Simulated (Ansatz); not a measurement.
The system is GdO.

```
Gd O
1.0
     0.00000    2.70000    2.70000
     2.70000    0.00000    2.70000
     2.70000    2.70000    0.00000
Gd O
1 1
Direct
  0.00000 0.00000 0.00000
  0.75000 0.75000 0.75000
```

Base run:

* Program: Ansatz 0.2.0
* Functional: PBE
* Potentials or basis: Ansatz PAW
* Cutoff: 420 eV (not typed: the program's choice for these potentials)
* k mesh: 9 × 9 × 9
* Occupations: fermi-dirac, width 0.05 eV
* Spin: collinear spin, ferromagnetic start
* Starting moments: [7.0, 0.0] μB
* Hubbard terms: Gd f U = 8 eV

Its results: band gap on the k mesh none (metal or under the smearing width); pressure 0.0 GPa; net moment 7.93 μB per cell; site moments Gd +7.02; O +0.02 μB.

Problem. The run is repeated on the same cell with these changes: hubbard terms from Gd f U = 8 eV to Gd f U = 1 eV. What comes out?

Solution. Band gap on the k mesh none (metal or under the smearing width); pressure -0.6 GPa; net moment 7.73 μB per cell; site moments Gd +6.92; O +0.01 μB.

Caveats: the magnetic or orbital state may not be the lowest; spin-orbit coupling is left out, which moves the levels of the heavy elements; a cell with one magnetic atom can't hold antiferromagnetic order, which such compounds often take.
